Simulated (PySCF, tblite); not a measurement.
**C₄H₁₃GeP: a rotation path, then NMR shifts on frames**

How do NMR shifts of C₄H₁₃GeP (`C[C](C)(C)[GeH2][PH2]`) change as the atoms move?

The runs use tblite 0.8.0 and PySCF 2.14.0, with density-fitted response routines of our own; the level of theory stands in each step. All values are computed, except where a source is named. Atoms are numbered from 0 throughout.

## (1) The starting structure

19 atoms, charge 0, multiplicity 1; geometry from: GFN2-xTB.

Bonds of the start (Å): C0–C1 1.52, C1–C2 1.52, C1–C3 1.52, C1–Ge4 2.02, Ge4–P5 2.31, C0–H6 1.09, C0–H7 1.09, C0–H8 1.09, C2–H9 1.09, C2–H10 1.09, C2–H11 1.09, C3–H12 1.09, C3–H13 1.09, C3–H14 1.09, Ge4–H15 1.52, Ge4–H16 1.52, P5–H17 1.39, P5–H18 1.39.

## (2) A band between two rotamers with GFN2-xTB

Job settings and geometry (Å):

```
{"job": {"kind": "neb", "xc": "GFN2-xTB", "basis": "xTB", "atoms": [2, 1, 4, 5], "turn": 120}, "charge": 0, "multiplicity": 1}
C     -1.048719     0.972244    -0.944349
C     -0.561679    -0.069723     0.054380
C     -0.418340    -1.419264    -0.638342
C     -1.545205    -0.184106     1.211732
Ge     1.244525     0.514553     0.743501
P      2.758507     0.741523    -0.984860
H     -0.336987     1.076369    -1.764138
H     -1.157198     1.942549    -0.460694
H     -2.014287     0.687833    -1.362499
H     -0.035370    -2.168250     0.054939
H      0.269650    -1.344501    -1.481167
H     -1.380927    -1.764263    -1.015892
H     -2.525236    -0.495569     0.849206
H     -1.654666     0.774350     1.717138
H     -1.199348    -0.917156     1.939186
H      1.710069    -0.421840     1.851584
H      1.107981     1.852647     1.447085
H      3.838411     0.861003    -0.121854
H      2.939017    -0.629149    -1.102420
```

With the program's defaults for keys left out, this is: GFN2-xTB climbing-image nudged elastic band, gas phase.

Launch:

```bash
> OMP_NUM_THREADS=1 python probes_run.py task.json out
```

One launch serves the whole session: the jobs run in the order shown.

Output:

```text
image   E - E0 / eV
  0       0.0000
  1       0.0065
  2       0.0191
  3       0.0345
  4       0.0436
  5       0.0376
  6       0.0217
  7       0.0085
  8      -0.0001
```

Wall time 2.4 s (1 thread of AMD EPYC 9R14, shared host); peak memory 0.18 GiB.

The final band, with the dihedral C2–C1–Ge4–P5:

```csv
image,dihedral (°),energy (eV),energy (kcal/mol)
0,61,0.000,0.0
1,76,0.007,0.2
2,92,0.019,0.4
3,107,0.034,0.8
4,122,0.044,1.0
5,136,0.038,0.9
6,151,0.022,0.5
7,166,0.009,0.2
8,181,0.000,0.0
```

## (3) Nuclear shieldings: image 0, PBE0/pcSseg-1

Job settings and geometry (Å):

```
{"job": {"kind": "nmr", "xc": "PBE0", "basis": "pcSseg-1", "pop": false}, "charge": 0, "multiplicity": 1}
C     -1.048700     0.972200    -0.944300
C     -0.561700    -0.069700     0.054400
C     -0.418300    -1.419300    -0.638300
C     -1.545200    -0.184100     1.211700
Ge     1.244500     0.514600     0.743500
P      2.758500     0.741500    -0.984900
H     -0.337000     1.076400    -1.764100
H     -1.157200     1.942500    -0.460700
H     -2.014300     0.687800    -1.362500
H     -0.035400    -2.168200     0.054900
H      0.269600    -1.344500    -1.481200
H     -1.380900    -1.764300    -1.015900
H     -2.525200    -0.495600     0.849200
H     -1.654700     0.774400     1.717100
H     -1.199300    -0.917200     1.939200
H      1.710100    -0.421800     1.851600
H      1.108000     1.852600     1.447100
H      3.838400     0.861000    -0.121900
H      2.939000    -0.629100    -1.102400
```

Method: GIAO PBE0/pcSseg-1 NMR shielding, non-relativistic, gas phase.

Output:

```text
coarse grid: 66688 points
cycle   1  E = -2577.6818260130  dE = -3.928e-01  |g| = 9.184e-01  |ddm| = 3.769e+00
cycle   2  E = -2577.6438420414  dE =  3.798e-02  |g| = 9.641e-01  |ddm| = 1.110e+00
cycle   3  E = -2577.7593265493  dE = -1.155e-01  |g| = 1.131e-01  |ddm| = 7.403e-01
cycle   4  E = -2577.7617468533  dE = -2.420e-03  |g| = 4.676e-02  |ddm| = 1.479e-01
cycle   5  E = -2577.7622602045  dE = -5.134e-04  |g| = 6.709e-03  |ddm| = 4.458e-02
cycle   6  E = -2577.7622714533  dE = -1.125e-05  |g| = 1.847e-03  |ddm| = 1.168e-02
cycle   7  E = -2577.7622724826  dE = -1.029e-06  |g| = 4.674e-04  |ddm| = 3.040e-03
final grid: 139632 points
cycle   8  E = -2577.7622484913  dE = -1.183e-07  |g| = 5.496e-04  |ddm| = 2.842e-03
cycle   9  E = -2577.7622484632  dE =  2.817e-08  |g| = 6.501e-04  |ddm| = 1.140e-03
cycle  10  E = -2577.7622485603  dE = -9.711e-08  |g| = 6.195e-05  |ddm| = 6.274e-04
cycle  11  E = -2577.7622485612  dE = -9.295e-10  |g| = 1.137e-05  |ddm| = 6.598e-05
converged SCF energy = -2577.7622485612

GIAO shielding tensors (ppm)
atom      isotropic    diamagn.    paramagn.     s11        s22        s33       span
  0 C      156.820     248.062     -91.242    141.192    144.416    184.851     43.659
  1 C      156.979     245.633     -88.654    151.429    152.951    166.558     15.129
  2 C      156.733     248.406     -91.673    141.340    144.457    184.403     43.063
  3 C      155.906     247.516     -91.611    138.715    142.600    186.402     47.688
  4 Ge    1446.009    2759.403   -1313.394   1332.699   1402.925   1602.403    269.704
  5 P      636.640     966.880    -330.240    572.554    613.517    723.849    151.296
  6 H       30.160      31.304      -1.144     24.500     30.451     35.529     11.029
  7 H       30.432      31.533      -1.100     26.079     28.281     36.937     10.858
  8 H       30.807      31.226      -0.419     27.066     27.788     37.566     10.500
  9 H       30.455      31.961      -1.506     26.097     28.377     36.893     10.796
 10 H       30.584      32.204      -1.620     25.150     30.792     35.812     10.662
 11 H       30.811      31.477      -0.666     27.039     27.849     37.546     10.508
 12 H       30.693      30.932      -0.240     26.874     27.684     37.520     10.646
 13 H       30.366      31.290      -0.924     25.699     28.444     36.955     11.257
 14 H       30.369      31.340      -0.971     25.735     28.447     36.926     11.192
 15 H       27.211      31.564      -4.353     20.315     22.918     38.399     18.084
 16 H       27.676      31.439      -3.764     21.170     23.159     38.699     17.529
 17 H       30.669      29.040       1.629     24.523     26.955     40.530     16.007
 18 H       30.645      29.725       0.920     24.340     28.754     38.841     14.501
```

Run time: 33 s. Hardware: 1 thread of AMD EPYC 9R14, shared host; peak memory 1 GiB.

The references, computed at this level on geometries of the same kind, shield at (ppm): ¹H TMS 31.72, ¹³C TMS 186.9, ³¹P H3PO4 318.4, ⁷³Ge GeMe4 1331. Their shielding less the atom's gives the shift. The references are single molecules in the gas phase, so shifts against H2O, NH3, PH3, H3PO4 or CFCl3 are not on the usual liquid scales and can be off by tens of ppm. Each atom is listed at this fixed geometry, with no averaging over motion; a spectrum would average atoms that exchange fast.

```csv
atoms,environment,σ (ppm),δ (ppm)
C3,methyl carbon,155.9,31.0
C2,methyl carbon,156.7,30.2
C0,methyl carbon,156.8,30.1
C1,fully substituted sp3 carbon bonded to Ge,157.0,29.9
H15,"hydrogen on a germanium bonded to C, P",27.21,4.51
H16,"hydrogen on a germanium bonded to C, P",27.68,4.04
H6,hydrogen on a methyl carbon,30.16,1.56
H13,hydrogen on a methyl carbon,30.37,1.35
H14,hydrogen on a methyl carbon,30.37,1.35
H7,hydrogen on a methyl carbon,30.43,1.28
H9,hydrogen on a methyl carbon,30.46,1.26
H10,hydrogen on a methyl carbon,30.58,1.13
H18,hydrogen on a phosphorus bonded to Ge,30.64,1.07
H17,hydrogen on a phosphorus bonded to Ge,30.67,1.05
H12,hydrogen on a methyl carbon,30.69,1.02
H8,hydrogen on a methyl carbon,30.81,0.91
H11,hydrogen on a methyl carbon,30.81,0.91
Ge4,"germanium bonded to C, P, 2 H",1446,-115
P5,"phosphorus bonded to Ge, 2 H",636.6,-318.3
```

The fields below are evaluated on a grid from the run's orbitals.

Frontier orbitals at PBE0/pcSseg-1, with the share of their density that lies nearest to each atom:

```csv
orbital,energy (eV),lies on
HOMO,-7.46,"P5 56 %; Ge4 11 %; H15, H17, H18 about 7 % each"
LUMO,0.40,"P5 27 %; Ge4 15 %; H15, H17 about 10 % each"
```

ELF in a plane through or near 5 of the atoms.

Ten even steps from '0' (0.00) to '9' (1.00):
```
0000000000000000000000000000
0000000000000000000000000000
0000000000000000000000000000
0000000000132100000000000000
0000000001576200498300000000
0000000002576301899600000000
0000120012212202899500000000
0002896122263212677431000000
0007999654354577828998100000
0007999767222843968999100000
0002576446534632513895000000
0000126886200288500010000000
0000038997004654541000000000
0000027994029984796100000000
0000001330059982697100000000
0000000000029950242000000000
0000000000000100000000000000
0000000000000000000000000000
0000000000000000000000000000
0000000000000000000000000000
```
The map spans 13.0 Å across and 9.6 Å up, centred on the molecule. Atoms in the plane (x, y in Å): C1 (0.6, 0.0), Ge4 (-1.2, 0.9), H12 (2.6, 0.4), H13 (1.7, 1.8), H17 (-3.9, 0.4).

log10 of the density (e/Å³) in the same plane.

Ten even steps from '0' (-4.0) to '9' (2.0):
```
0000000000000000000000000000
0000000000010000000000000000
0000000011222211111000000000
0000000122333222222100000000
0000001233444333444321000000
0000112234555434555421000000
0012233345666545676532100000
0012344455797555676543200000
0023466556798666676654210000
0123566666676677666654210000
0023456666555677655543200000
0022356665544566644432100000
0012345665445566654321000000
0001244554345666554311000000
0001123333345555544310000000
0000122222234444433200000000
0000001111112222221100000000
0000000000001111110000000000
0000000000000000000000000000
0000000000000000000000000000
```
The map spans 13.0 Å across and 9.6 Å up, centred on the molecule. Atoms in the plane (x, y in Å): C1 (0.6, 0.0), Ge4 (-1.2, 0.9), H12 (2.6, 0.4), H13 (1.7, 1.8), H17 (-3.9, 0.4).

On the surface of density 0.002 e/bohr³ the electrostatic potential runs, from the 1st to the 99th percentile, from -0.82 V near P5 to 0.67 V near H10.

## (4) NMR shieldings: image 2, PBE0/pcSseg-1

Job settings and geometry (Å):

```
{"job": {"kind": "nmr", "xc": "PBE0", "basis": "pcSseg-1", "pop": false}, "charge": 0, "multiplicity": 1}
C     -0.871800     0.841500    -1.051600
C     -0.545800    -0.142100     0.064800
C     -0.546400    -1.566100    -0.476800
C     -1.576600    -0.007300     1.178700
Ge     1.288700     0.317400     0.784000
P      2.597200     1.299500    -0.847100
H     -0.126700     0.781900    -1.846300
H     -0.877900     1.860300    -0.663100
H     -1.851100     0.631500    -1.481500
H     -0.281600    -2.276600     0.305500
H      0.170600    -1.670000    -1.291200
H     -1.532200    -1.831700    -0.859200
H     -2.575600    -0.224100     0.799900
H     -1.572300     1.008600     1.572200
H     -1.358400    -0.692200     1.997700
H      1.916800    -0.908500     1.434100
H      1.124700     1.289000     1.938900
H      3.762800     1.215400    -0.098800
H      2.846000     0.082700    -1.467800
```

Level: GIAO PBE0/pcSseg-1 NMR shielding, non-relativistic, gas phase.

Output:

```text
coarse grid: 66688 points
cycle   1  E = -2577.6799184475  dE = -3.931e-01  |g| = 9.178e-01  |ddm| = 3.761e+00
cycle   2  E = -2577.6417069022  dE =  3.821e-02  |g| = 9.642e-01  |ddm| = 1.104e+00
cycle   3  E = -2577.7577021115  dE = -1.160e-01  |g| = 1.129e-01  |ddm| = 7.361e-01
cycle   4  E = -2577.7601115075  dE = -2.409e-03  |g| = 4.684e-02  |ddm| = 1.476e-01
cycle   5  E = -2577.7606269083  dE = -5.154e-04  |g| = 6.684e-03  |ddm| = 4.476e-02
cycle   6  E = -2577.7606380629  dE = -1.115e-05  |g| = 1.852e-03  |ddm| = 1.170e-02
cycle   7  E = -2577.7606390975  dE = -1.035e-06  |g| = 4.663e-04  |ddm| = 3.043e-03
final grid: 139632 points
cycle   8  E = -2577.7605845909  dE = -1.374e-07  |g| = 5.293e-04  |ddm| = 3.191e-03
cycle   9  E = -2577.7605845651  dE =  2.577e-08  |g| = 6.233e-04  |ddm| = 1.070e-03
cycle  10  E = -2577.7605846546  dE = -8.954e-08  |g| = 5.937e-05  |ddm| = 6.038e-04
cycle  11  E = -2577.7605846555  dE = -8.572e-10  |g| = 1.098e-05  |ddm| = 6.249e-05
converged SCF energy = -2577.7605846555

GIAO shielding tensors (ppm)
atom      isotropic    diamagn.    paramagn.     s11        s22        s33       span
  0 C      154.336     248.365     -94.030    139.402    145.218    178.387     38.984
  1 C      158.213     245.705     -87.492    151.988    155.150    167.502     15.514
  2 C      155.897     247.878     -91.981    136.901    146.147    184.643     47.742
  3 C      154.046     247.526     -93.479    133.448    144.596    184.095     50.647
  4 Ge    1442.028    2759.114   -1317.086   1328.056   1395.268   1602.759    274.703
  5 P      635.286     966.938    -331.651    570.380    612.164    723.316    152.936
  6 H       30.501      31.789      -1.287     24.722     31.296     35.487     10.765
  7 H       30.319      31.606      -1.287     26.185     28.443     36.330     10.144
  8 H       30.765      31.347      -0.582     26.944     28.036     37.315     10.371
  9 H       30.384      31.685      -1.301     25.844     28.424     36.884     11.040
 10 H       30.452      31.817      -1.365     25.480     29.564     36.311     10.832
 11 H       30.835      31.282      -0.447     27.086     27.809     37.609     10.523
 12 H       30.729      30.927      -0.198     26.924     27.751     37.512     10.588
 13 H       30.353      31.349      -0.996     25.637     28.713     36.710     11.073
 14 H       30.293      31.269      -0.976     25.914     28.170     36.795     10.881
 15 H       27.189      31.451      -4.263     20.489     22.822     38.254     17.765
 16 H       27.675      31.362      -3.687     20.863     23.590     38.572     17.709
 17 H       30.674      29.105       1.569     24.548     26.851     40.623     16.075
 18 H       30.616      29.758       0.858     24.462     28.557     38.830     14.368
```

Wall time 25 s (1 thread of AMD EPYC 9R14, shared host); peak memory 0.96 GiB.

In short: δ C3 32.9, C0 32.6, C2 31.0, C1 28.7, H15 4.53, H16 4.04 ppm.

[end of part 1 of 2]
